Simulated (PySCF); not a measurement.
**NdCl3(NH3): other functionals and bases at one geometry**

One table from this session's results is given with a row withheld; the runs are named, their logs left out.

Program: PySCF 2.14.0. Level of theory: several levels, as the steps say, no spin–orbit coupling. These are calculated values, not measurements.

3 further runs of the same task are left out: 1 for a known fault of the program, 1 that didn't finish, 1 set aside as unsound or not needed. Runs told in other sessions of the task aren't counted.

### Starting geometry

8 atoms, charge 0, spin multiplicity 1.

Bond lengths: Nd1–Cl2 2.574 Å, Nd1–Cl3 2.574 Å, Nd1–Cl4 2.574 Å, Nd1–N5 2.558 Å, N5–H6 1.029 Å, N5–H7 1.029 Å, N5–H8 1.029 Å. Angles: Cl2–Nd1–Cl3 119.6°, Cl2–Nd1–Cl4 119.6°, Cl2–Nd1–N5 93.5°, Cl3–Nd1–Cl4 119.6°, Cl3–Nd1–N5 93.5°, Cl4–Nd1–N5 93.5°, Nd1–N5–H6 112.4°, Nd1–N5–H7 112.4°, Nd1–N5–H8 112.4°, H6–N5–H7 106.4°, H6–N5–H8 106.4°, H7–N5–H8 106.4°.

Geometry (Å):

```xyz
8
Cl3H3NNd
Nd    0.0453   -0.0453    0.0453
Cl    1.1837    1.9629    1.1837
Cl   -1.9629   -1.1837    1.1837
Cl    1.1837   -1.1837   -1.9629
N    -1.4313    1.4313   -1.4313
H    -2.0464    2.0464   -0.8813
H    -0.8813    2.0464   -2.0464
H    -2.0464    0.8813   -2.0464
```

Formal oxidation states: Nd +3. Each metal's 3 4f electrons lie in its core potential, so multiplicities, spins and levels count the valence alone. An earlier session relaxed this geometry at TPSS, Nd lcecp-1-SVP with ECP49, Cl def2-SVP, N def2-SVP, H def2-SVP (singlet, point group C3v).

At TPSS on the finer grid: E = -1471.001801 Eh, HOMO -7.09 eV, LUMO -1.68 eV, Mulliken charge on Nd1 +0.81 e, largest force component 0.002 eV/Å. 

Levels to run: B3LYP; BP86; wB97X; M06-L; TPSS, TZVP. Hardware: 2 threads of Intel Xeon Platinum 8488C (Sapphire Rapids), shared host.

The first run:

File run.py (the lines that set the calculation):

```python
mol = gto.M(atom='''
Nd     0.04530    -0.04530     0.04530
Cl     1.18368     1.96294     1.18368
Cl    -1.96294    -1.18368     1.18368
Cl     1.18368    -1.18368    -1.96294
N     -1.43135     1.43135    -1.43135
H     -2.04641     2.04641    -0.88135
H     -0.88135     2.04641    -2.04641
H     -2.04641     0.88135    -2.04641''',
    basis={'Nd': 'lcecp-1-SVP', 'Cl': 'def2-SVP', 'N': 'def2-SVP', 'H': 'def2-SVP'},
    ecp={'Nd': 'lcecp-1-SVP'},
    charge=0, spin=0)
mf = dft.RKS(mol, xc='B3LYP')
mf.grids.atom_grid = (75, 302)  # f atoms: unpruned, at least (60, 302)
mf = mf.density_fit()  # fitting sets: Nd AutoAux, Cl def2-universal-JKFIT, N def2-universal-JKFIT, H def2-universal-JKFIT
mf.conv_tol = 1e-08; mf.max_cycle = 55
mf.kernel(dm0)  # dm0: the density of the relaxed state
```

Launch:

```sh
> OMP_NUM_THREADS=2 python run.py
```

Among the steps run: B3LYP; BP86; wB97X; M06-L; TPSS, TZVP.

One of the session's tables, all rows but one given; the rest of the session is left out.

| level | HOMO (eV) | gap (eV) | charge on Nd1 (e) | dipole (D) | largest force component (eV/Å) |
| --- | --- | --- | --- | --- | --- |
| TPSS (relaxed here) | -7.09 | 5.41 | 0.81 | 4.95 | 0.00 |
| B3LYP | -7.97 | 6.50 | 0.77 | 4.95 | 0.16 |
| BP86 | -7.01 | 5.12 | 0.67 | 4.97 | 0.08 |
| wB97X | -10.71 | 11.21 | 0.87 | 4.97 | 0.17 |
| M06-L | ? | ? | ? | ? | ? |
| TPSS, TZVP | -7.23 | 5.44 | 1.41 | 4.86 | 0.23 |

Estimate the missing values for M06-L.

As computed: HOMO (eV): -7.24; gap (eV): 5.70; charge on Nd1 (e): 1.10; dipole (D): 4.83; largest force component (eV/Å): 0.22. In the column «HOMO (eV)» it lies between B3LYP (-7.97) and TPSS, TZVP (-7.23).

In one basis the HOMO–LUMO gap runs from 5.12 eV (BP86) to 11.21 eV (wB97X). The largest leftover force, 0.23 eV/Å with TPSS, TZVP, stands at a geometry relaxed at another level. With 4f in the core, its levels are missing from HOMO and gap, and its count is fixed, so no charge can pass from the ligands into it. Total energies of different levels can't be compared.
